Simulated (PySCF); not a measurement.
**CdH: from the state search to spectroscopic constants**

An exercise on one series of results from a longer session: the logs are not shown, and one member is left open.

The runs use PySCF 2.14.0; Cd x2c-TZVPPall, H x2c-TZVPPall, spin-free X2C with a Gaussian nucleus.

The first run:

The job is set up so:

* atoms: Cd, H
* charge: 0
* basis: Cd x2c-TZVPPall, H x2c-TZVPPall
* Hamiltonian: spin-free X2C with a Gaussian nucleus
* basis functions: 93
* electrons treated: 49
* masses in u: 113.9034, 1.0078
* levels: PBE0, PBE, r²SCAN, M06-L, r²SCANh, TPSSh, M06, ωB97X, HF, MP2, SCS-MP2, CCSD, CCSD(T)
* grid: 80 radial by 434 angular points
* occupations: held fixed by the projection of orbital angular momentum
* dissociation limit: Cd + H, each in its ground configuration
* starting distance in angstrom: 1.720
* values of 2S to try: 1, 3

Started as:

```sh
> OMP_NUM_THREADS=1 python dia.py task.json out
```

Steps of the session up to this table: Set-up; PBE0 along the bond; Higher solutions at PBE0; PBE; r²SCAN (meta-GGA); M06-L; r²SCANh (hybrid meta-GGA); TPSSh (hybrid meta-GGA); M06; ωB97X (range-separated hybrid); UHF (mean field); Correlated methods on the Hartree–Fock reference.

One of the session's tables, all rows but one given; the rest of the session is left out.

It belongs to the step «The curves together». Energy (eV) from each level's lowest point:

| R (Å) | UHF | UHF-MP2 | UHF-SCS-MP2 | UHF-CCSD | UHF-CCSD(T) |
| --- | --- | --- | --- | --- | --- |
| 1.522 | 0.408 | 0.218 | 0.249 | n/a | n/a |
| 1.593 | 0.193 | 0.075 | 0.093 | 0.120 | 0.115 |
| 1.664 | 0.067 | 0.010 | 0.017 | 0.030 | 0.028 |
| 1.717 | 0.018 | 0.000 | 0.000 | 0.002 | 0.001 |
| 1.770 | 0.000 | 0.014 | 0.009 | 0.000 | 0.000 |
| 1.823 | 0.006 | 0.048 | 0.037 | 0.018 | 0.018 |
| 1.894 | ? | ? | ? | ? | ? |
| 1.982 | 0.119 | 0.211 | 0.196 | 0.149 | 0.146 |
| 2.089 | 0.231 | 0.338 | 0.327 | 0.265 | 0.258 |
| 2.230 | 0.378 | 0.485 | 0.488 | n/a | n/a |

**Question.** Estimate the row for R (Å) = 1.894.

Worked estimate for «UHF». A straight line through the neighbours (1.823, 0.006) and (1.982, 0.119) gives 0.006 + (0.119 − 0.006) × (1.894 − 1.823) / (1.982 − 1.823) = 0.056; a parabola fitted to 4 rows on both sides gives 0.048.

**Answer.** UHF: 0.043; UHF-MP2: 0.112; UHF-SCS-MP2: 0.097; UHF-CCSD: 0.066; UHF-CCSD(T): 0.065. In «UHF» the line misses by +0.013 and the parabola by +0.005.
